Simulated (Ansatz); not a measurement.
## Si2C in Ansatz: convergence with k mesh

Input of the first run (k mesh 3 × 3 × 2); the others differ in this setting and in those tied to it:

Contents of input.yaml:

```yaml
crystal:
  lattice:
    - [3.37972667, 0.0, 0.0]
    - [-1.68986334, 2.92692916, 0.0]
    - [0.0, 0.0, 4.65332025]
  atoms:
    - { symbol: Si, position: [0.319689, 0.656567, 0.749144] }
    - { symbol: Si, position: [0.338381, 0.679617, 0.238818] }
    - { symbol: C, position: [-0.009854, -0.009981, -0.008274] }
hamiltonian:
  xc: pbe
  pseudopotentials: { kind: paw, level: accurate }
kpoints:
  mp_grid: { grid: [3, 3, 2] }
scf:
  occupations: { method: fermi_dirac, width: 0.05 }
output:
  forces: true
  stress: true
  eigenvalues: true
```

Potentials or basis: Ansatz PAW earlier set.

Run with:

```console
$ ansatz run input.yaml --threads 2 --pin off --max-ram 5632MiB --backend cpu --events-out ev --progress --plain --runs-dir out
```

The cell isn't the ideal one: atoms moved at random, drawn with an rms of 0.05 Å.

The cell was built by a generator and needn't be a form met in nature.

Hardware: 2 threads of Intel(R) Xeon(R) Platinum 8488C (Sapphire Rapids), with other jobs on the host.

Question: The values tried are 3 × 3 × 2, 4 × 4 × 2, 4 × 4 × 3, 5 × 5 × 4, 7 × 7 × 4, 8 × 8 × 5, 10 × 10 × 7, 12 × 12 × 8, 15 × 15 × 10, loosest first. From which on does the pressure stay within 0.1 GPa of the tightest run that finished?

Answer: From 7 × 7 × 4 on.

| k mesh | energy less the tightest run, at zero smearing (meV/atom) | pressure (GPa) | largest force (eV/Å) | SCF cycles | CPU time (s) | peak memory (GiB) |
| --- | --- | --- | --- | --- | --- | --- |
| 3 × 3 × 2 | 33.28 | -5.50 | 0.617 | 9 | 2.1 | 0.39 |
| 4 × 4 × 2 | -43.90 | -11.40 | 0.248 | 9 | 2.9 | 0.41 |
| 4 × 4 × 3 | -22.64 | -11.25 | 0.428 | 9 | 3.6 | 0.41 |
| 5 × 5 × 4 | 9.86 | -10.98 | 0.763 | 9 | 6.5 | 0.44 |
| 7 × 7 × 4 | -4.64 | -11.74 | 1.263 | 9 | 12 | 0.51 |
| 8 × 8 × 5 | -2.59 | -11.92 | 1.215 | 8 | 19 | 0.58 |
| 10 × 10 × 7 | 4.01 | -11.92 | 1.259 | 9 | 46 | 0.85 |
| 12 × 12 × 8 | 1.57 | -11.81 | 1.128 | 8 | 64 | 1.2 |
| 15 × 15 × 10 | 0.00 | -11.84 | 1.205 | 8 | 120 | 1.9 |

Not settled before the last step: the energy (to 1 meV/atom), the largest force (to 0.005 eV/Å). Meshes of other sizes hit other points, so gaps and Fermi surfaces needn't settle smoothly. The tightest run that finished is the yardstick and may itself not be fully converged.
